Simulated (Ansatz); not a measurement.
I need a short molecular-dynamics run of HfH2, space group I4/mmm. Use Ansatz 0.2.0 through its Python package. Use: r2SCAN, PAW, the default cutoff (500 eV here), 3×3×3 k-points, cold smearing of 0.1 eV.

```yaml
crystal:
  lattice:
    - [-1.73900, 1.73900, 2.18050]
    - [1.73900, -1.73900, 2.18050]
    - [1.73900, 1.73900, -2.18050]
  atoms:
    - { symbol: Hf, position: [0.00000, 0.00000, 0.00000] }
    - { symbol: H, position: [0.75000, 0.25000, 0.50000] }
    - { symbol: H, position: [0.25000, 0.75000, 0.50000] }
```

Script `md_hfh2.py`:
```python
import json

import ansatz as az
import numpy as np
from pymatgen.core import Lattice, Structure
from pymatgen.io.ase import AseAtomsAdaptor


def main() -> None:
    pmg_structure = Structure(
        Lattice([[-1.739, 1.739, 2.1805], [1.739, -1.739, 2.1805], [1.739, 1.739, -2.1805]]),
        ["Hf", "H", "H"],
        [
            [0.0, 0.0, 0.0],
            [0.75, 0.25, 0.5],
            [0.25, 0.75, 0.5],
        ],
    )
    hfh2 = az.Crystal.from_ase(AseAtomsAdaptor.get_atoms(pmg_structure))

    setup = (
        hfh2.supercell(2, 1, 1).calculation()
        .occupations("Marzari-Vanderbilt")
        .functional("r2scan")
        .kpoints(3)
        .md("nvt_langevin", timestep=0.5, steps=15, temperature=300, initial_velocities="maxwell_boltzmann", seed=51)
    )
    out = setup.run(threads=1, events_out="hfh2.ndjson")
    with open("hfh2.ndjson") as stream:
        events = [json.loads(line) for line in stream]
    steps = [e["data"] for e in events if e["event"] == "md_step"]
    r = out.report

    print(" step   t (fs)     E_pot (eV)   E_kin (eV)    T (K)")
    for s in steps[::1]:
        print(f"{s['step']:5d} {s['time_fs']:8.1f} {s['lagrangian_ev']:14.4f} {s['e_kin_ev']:12.4f} {s['temperature_k']:8.1f}")

    temperature = np.array([s["temperature_k"] for s in steps])
    print(f"mean temperature of the second half {temperature[len(steps) // 2 :].mean():.1f} K")

    print("last positions (A) and velocities (A/fs)")
    for site, xyz, vel in zip(out.lattice.sites, steps[-1]["positions_ang"], steps[-1]["velocities_ang_fs"]):
        print(f"{site.symbol:2s}", " ".join(f"{v:8.4f}" for v in xyz), " ", " ".join(f"{v:9.5f}" for v in vel))

    track = np.array([s["positions_ang"] for s in steps])
    names = np.array([site.symbol for site in out.lattice.sites])
    for name in sorted(set(names)):
        msd = ((track[:, names == name] - track[0, names == name]) ** 2).sum(axis=2).mean(axis=1)
        print(f"mean square displacement of {name} (A^2):", np.round(msd[:: max(len(msd) // 6, 1)], 4))


if __name__ == "__main__":
    main()
```

```console
$ python md_hfh2.py
DeckWarning: md: disabling space-group detection — thermal motion breaks the input geometry's symmetry, so no spatial operation reduces the k-mesh or symmetrises the density; time reversal is kept, [...]
DeckWarning: basis.ecutwfc = 500 eV, auto-derived from the records' recommended cutoffs: set by Hf (their level for a meta-GGA)
 step   t (fs)     E_pot (eV)   E_kin (eV)    T (K)
    0      0.0    -31533.1748       0.1939    250.0
    1      0.5    -31533.1714       0.1998    257.6
    2      1.0    -31533.1637       0.2054    264.8
    3      1.5    -31533.1521       0.1852    238.7
    4      2.0    -31533.1374       0.1719    221.6
    5      2.5    -31533.1204       0.1392    179.5
    6      3.0    -31533.1025       0.1181    152.3
    7      3.5    -31533.0844       0.0967    124.6
    8      4.0    -31533.0658       0.0894    115.3
    9      4.5    -31533.0474       0.0756     97.5
   10      5.0    -31533.0309       0.0621     80.1
   11      5.5    -31533.0182       0.0438     56.5
   12      6.0    -31533.0096       0.0369     47.5
   13      6.5    -31533.0054       0.0356     45.9
   14      7.0    -31533.0053       0.0408     52.6
   15      7.5    -31533.0092       0.0421     54.2
mean temperature of the second half 68.7 K
last positions (A) and velocities (A/fs)
Hf  -0.0025  -0.0049   0.0012    -0.00064  -0.00034   0.00024
H   -0.0725   1.7770   1.0121    -0.00379  -0.00911   0.00295
H    1.8329  -0.1846   1.0829     0.00158   0.01231  -0.00562
Hf  -1.7388   1.7471   2.1838     0.00063   0.00103   0.00061
H   -1.7514   3.4020   3.2384    -0.00186  -0.00336   0.00409
H    0.0503   1.7438   3.2340     0.00632   0.00326  -0.00191
mean square displacement of H (A^2): [0.     0.0009 0.0033 0.0067 0.0103 0.0138 0.0161 0.0169]
mean square displacement of Hf (A^2): [0. 0. 0. 0. 0. 0. 0. 0.]
```
(Warnings from the package without file and line, shortened.)

Caveats:
- Total energies depend on the potentials; only differences at equal settings carry meaning. A total without «per atom» is that of the whole cell that was run.
- The mesh is modest for a metal, so energies can be off by several to tens of meV an atom and pressures by half a GPa or more; differences at equal mesh fare better.
- Spin-orbit coupling, which matters for elements this heavy, is left out.
- The starting cell is as deposited in a crystallographic database; the results hold for this polymorph, which needn't be the stable one.
- A small cell, a coarse mesh and a very short run: it shows the set-up and gives no equilibrium averages.
- Wall time of the script: 87 s on 1 thread of Arm Neoverse V2, on a shared host, peak memory 0.55 GiB.
